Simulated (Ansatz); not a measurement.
# Hf2Co: the cost of one run

Program: Ansatz 0.2.0. Level of theory: DFT PBEsol, scalar-relativistic, plane waves, PAW. These are calculated values, not measurements.

2 further runs of the same task are left out: 2 set aside as unsound or not needed. Runs told in other sessions of the task aren't counted.

## Step 1: Starting point

Symmetry: Fd-3m, No. 227, cubic system. Conventional cell: a = 6.979 Å, b = 6.979 Å, c = 6.979 Å, α = 90.00°, β = 90.00°, γ = 90.00°. Ti (site symmetry -3m) has 6 Ti at 2.47 Å and 6 Co at 2.89 Å in its first shell of neighbours. Co (site symmetry -43m) has 12 Ti at 2.89 Å and 4 Co at 3.02 Å in its first shell of neighbours.

As a file:

```
CELL_PARAMETERS angstrom
0.00000 3.48951 3.48951
3.48951 0.00000 3.48951
3.48951 3.48951 0.00000
ATOMIC_POSITIONS crystal
Ti 0.12500 0.12500 0.12500
Ti 0.62500 0.12500 0.12500
Ti 0.12500 0.12500 0.62500
Ti 0.12500 0.62500 0.12500
Co 0.50000 0.50000 0.50000
Co 0.75000 0.75000 0.75000
```

It is the result of an earlier relaxation at this level (volume 14.16 Å³/atom; gap on the mesh: none (metal), site moments up to 1.0 μB).

## Step 2: The substitution Ti → Hf

The start of Hf2Co: fractional positions of relaxed Ti2Co, cell scaled by 1.046, a guess from tabulated radii. Atoms that may carry a moment start with parallel spins.

## Step 3: Quick check of gap, pressure and forces (Hf2Co)

input.yaml reads:

```yaml
crystal:
  lattice:
    - [0.0, 3.6493535104, 3.6493535104]
    - [3.6493535104, 0.0, 3.6493535104]
    - [3.6493535104, 3.6493535104, 0.0]
  atoms:
    - { symbol: Hf, position: [0.125, 0.125, 0.125] }
    - { symbol: Hf, position: [0.625, 0.125, 0.125] }
    - { symbol: Hf, position: [0.125, 0.125, 0.625] }
    - { symbol: Hf, position: [0.125, 0.625, 0.125] }
    - { symbol: Co, position: [0.5, 0.5, 0.5], spin: 3.0 }
    - { symbol: Co, position: [0.75, 0.75, 0.75], spin: 3.0 }
basis:
  ecutwfc: 420
kpoints:
  mp_grid: { grid: [4, 4, 4] }
hamiltonian:
  xc: pbesol
scf:
  occupations: { method: gaussian, width: 0.1 }
  lower_state_search: "off"
output:
  forces: true
  stress: true
  eigenvalues: true
  populations: true
magnetization:
  spin_polarized: true
```

On the command line:

```
> ansatz run input.yaml --threads 1 --pin off --max-ram 2560MiB --backend cpu --events-out ev --progress --plain --runs-dir out
```

What time and memory should one allow on 1 thread of Intel Xeon Platinum 8488C (Sapphire Rapids), shared host?

About 18 s, with a peak of 0.53 GiB.
